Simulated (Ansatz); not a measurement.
# BrHNSi− (SMILES [N-]=[SiH]Br): functionals against CCSD(T) at one geometry

The task here is to estimate one member of a computed series from the others.

Computed with Ansatz 0.2.0, Gaussian basis. Level: single points in def2-TZVPPD.

Cores are frozen in the correlated methods. Filled d shells of the heavier atoms are correlated. B3LYP uses VWN-RPA correlation.

## Starting geometry

SMILES `[N-]=[SiH]Br`, 4 atoms, charge -1, spin multiplicity 1.

Atoms are counted from 1 here; the program's logs count them from 0.

Bond lengths: N1–Si2 1.586 Å, Si2–H4 1.347 Å. Angles: N1–Si2–H4 162.4°.

Coordinates:

```xyz
4

N     0.24020    1.22510   -1.42890
Si   -0.33310    0.41730   -0.19040
Br    1.06270   -1.75360    0.30000
H    -1.02310    0.08560    0.91830
```

Set-up of the first run:

The input, run/in.yaml:

```yaml
crystal:
  periodic: [false, false, false]
  atoms:
    - {symbol: N, position_ang: [0.240200, 1.225100, -1.428900]}
    - {symbol: Si, position_ang: [-0.333100, 0.417300, -0.190400]}
    - {symbol: Br, position_ang: [1.062700, -1.753600, 0.300000]}
    - {symbol: H, position_ang: [-1.023100, 0.085600, 0.918300]}
basis:
  gaussian: {orbitals: "def2-TZVPPD.json"}
total_charge: -1
correlation: {method: ccsd_t}
output: {forces: true}
```

The basis file named in the input lies beside it (Basis Set Exchange, JSON).

The command line of these runs was not kept.

Among the steps run: CCSD(T)/def2-TZVPPD; PBE0-D4/def2-TZVPPD; wB97M-V/def2-TZVPPD; r2SCAN-D4/def2-TZVPPD; PBE-D4/def2-TZVPPD; BLYP-D4/def2-TZVPPD; B3LYP-D4/def2-TZVPPD.

One table of the session follows, with a row left open; its other results are not shown here.

```
   method  RMS force component (eV/Å)  angle to CCSD(T) forces (°)
  CCSD(T)                       1.508                    reference
  PBE0-D4                           ?                            ?
  wB97M-V                       1.731                         18.5
r2SCAN-D4                       1.664                          9.6
   PBE-D4                       1.616                          3.5
  BLYP-D4                       1.526                          5.2
 B3LYP-D4                       1.642                         13.5
```

Estimate the missing values for PBE0-D4.

The run gave: RMS force component (eV/Å): 1.746; angle to CCSD(T) forces (°): 14.0. In the column «RMS force component (eV/Å)» it is the highest.
